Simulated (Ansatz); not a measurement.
# Gd: response to a displaced atom

Aim: deform Gd (atom 1 (Gd) moved by (0.017, 0.017, 0.017) Å) and compute stress, forces and field gradients with LAPW and PAW.

Method: DFT LDA, scalar-relativistic, in Ansatz 0.2.0.

1 further run of the same task is left out (it didn't finish).

### 1 The starting structure

Symmetry: P6_3/mmc, No. 194, hexagonal system. Conventional cell: a = 3.642 Å, b = 3.642 Å, c = 5.902 Å, α = 90.00°, β = 90.00°, γ = 120.00°. Gd (site symmetry -6m2) has 12 Gd at 3.62 to 3.64 Å as nearest neighbours.

As a file:

```cif
data_structure
_symmetry_space_group_name_H-M 'P6_3/mmc'
_symmetry_Int_Tables_number 194
_cell_length_a 3.6419
_cell_length_b 3.6419
_cell_length_c 5.9017
_cell_angle_alpha 90.000
_cell_angle_beta 90.000
_cell_angle_gamma 120.000
_cell_volume 67.79
loop_
_atom_site_label
_atom_site_type_symbol
_atom_site_symmetry_multiplicity
_atom_site_Wyckoff_symbol
_atom_site_fract_x
_atom_site_fract_y
_atom_site_fract_z
_atom_site_occupancy
Gd1 Gd 2 c 0.33333 0.66667 0.25000 1
```

The file gives the conventional cell by its symmetry; the runs use the cell typed in the input.

Atoms are numbered in the order of the input: Gd1, Gd2.

### 2 After the deformation

Space group P6_3/mmc before, P-1 after.

### 3 LAPW, all electrons

input.yaml

```yaml
crystal:
  lattice:
    - [3.6419325892, 0.0, 0.0]
    - [-1.8209662946, 3.1540061411, 0.0]
    - [0.0, 0.0, 5.9017153]
  atoms:
    - { symbol: Gd, position: [0.3408351976, 0.6721584125, 0.2529349094], spin: 7.0 }
    - { symbol: Gd, position: [0.6666666667, 0.3333333333, 0.75], spin: 7.0 }
magnetization:
  spin_polarized: true
kpoints:
  mp_grid: { grid: [12, 12, 6] }
scf:
  occupations: { method: fermi_dirac, width: 0.03 }
hamiltonian:
  xc: lda
  pseudopotentials: { kind: all_electron, lapw: { basis_error: 0.001 } }
output:
  forces: true
  stress: true
  eigenvalues: true
```

### 4 PAW with frozen cores

Edit input.yaml of step 3 so:

```diff
@@ -16,3 +16,3 @@
   xc: lda
-  pseudopotentials: { kind: all_electron, lapw: { basis_error: 0.001 } }
+  pseudopotentials: { kind: paw }
 output:
@@ -21 +21,2 @@
   eigenvalues: true
+  efg: { contact_densities: true }
```

(Steps that only read results are left out.)

**Question.** What will these runs give? Wanted: pressure; largest shear or deviatoric stress; force on Gd1 along the move.

**Answer**, as computed:

| quantity | value |
| --- | --- |
| pressure | LAPW -4.37, PAW -4.38 GPa |
| largest shear or deviatoric stress (LAPW) | 0.45 GPa |
| force on Gd1 along the move | -0.031 eV/Å |

**Reading.** The force on Gd1 points against the move; no run of the undisplaced cell is shown, so any force that was there before is in it. No run of the undeformed cell stands beside it, so the pressure holds what the given cell had before the change. PAW: stress within 0.01 GPa of LAPW, forces within 1 meV/Å. No U acts on the open f shell, so these are results of the method and may differ from the real material's. Other magnetic orders may lie lower; this is the state that the run reached. Spin-orbit coupling is left out, though the cell holds Gd; in elements this heavy it can shift bands and gaps by tenths of an eV.
